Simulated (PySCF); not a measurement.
# H4N2Tl (Tl(NH2)2-): the cost of one run

Computed with PySCF 2.14.0. Level: PBE0, Tl def2-SVP with ECP60, N def2-SVP, H def2-SVP; scalar-relativistic core potentials, no spin–orbit coupling.

2 further runs of the same task are left out: 2 for a known fault of the program.

### 1 The starting structure

7 atoms, charge -1, spin multiplicity 1.

Bond lengths: Tl1–N2 2.522 Å, Tl1–N5 2.522 Å, N2–H3 1.032 Å, N2–H4 1.032 Å, N5–H6 1.032 Å, N5–H7 1.032 Å. Angles: N2–Tl1–N5 180.0°, Tl1–N2–H3 128.9°, Tl1–N2–H4 128.9°, H3–N2–H4 102.3°, Tl1–N5–H6 128.9°, Tl1–N5–H7 128.9°, H6–N5–H7 102.3°.

As a file:

```
Tl    0.00000    0.00000    0.00000
N     0.00000    0.00000    2.52225
H     0.56841    0.56841    3.16974
H    -0.56841   -0.56841    3.16974
N     0.00000    0.00000   -2.52225
H     0.56841   -0.56841   -3.16974
H    -0.56841    0.56841   -3.16974
```

Formal oxidation states: Tl +1. An earlier session relaxed this geometry at PBE0, Tl def2-SVP with ECP60, N def2-SVP, H def2-SVP (singlet, point group D2d). Its vibrations showed it to be a saddle point, relaxed within its symmetry.

Its energy there is -284.149397 Eh.

### 2 Atoms moved at random, σ = 0.15 Å

Contents of run.py (the lines that set the calculation):

```python
mol = gto.M(atom='''
Tl     0.07776    -0.10269    -0.17642
N      0.07242     0.27293     2.30412
H      0.55731     0.44037     3.16029
H     -0.78983    -0.48654     3.08830
N     -0.02905     0.03077    -2.29960
H      0.73563    -0.55206    -3.03651
H     -0.62425     0.39722    -3.04019''',
    basis={'Tl': 'def2-SVP', 'N': 'def2-SVP', 'H': 'def2-SVP'},
    ecp={'Tl': 'def2-SVP'},
    charge=-1, spin=0)
mf = dft.RKS(mol, xc='PBE0')
mf.grids.atom_grid = (50, 194)
mf = mf.density_fit()  # fitting sets: Tl def2-universal-JKFIT, N def2-universal-JKFIT, H def2-universal-JKFIT
mf.conv_tol = 1e-08; mf.max_cycle = 55
mf.kernel(dm0)  # dm0: the density of the relaxed state
```

Launch:

```sh
$ OMP_NUM_THREADS=2 python run.py
```

**Question.** How long does this run take on 2 threads of Intel Xeon 6975P-C (Granite Rapids), shared host?

About 1.6 s.
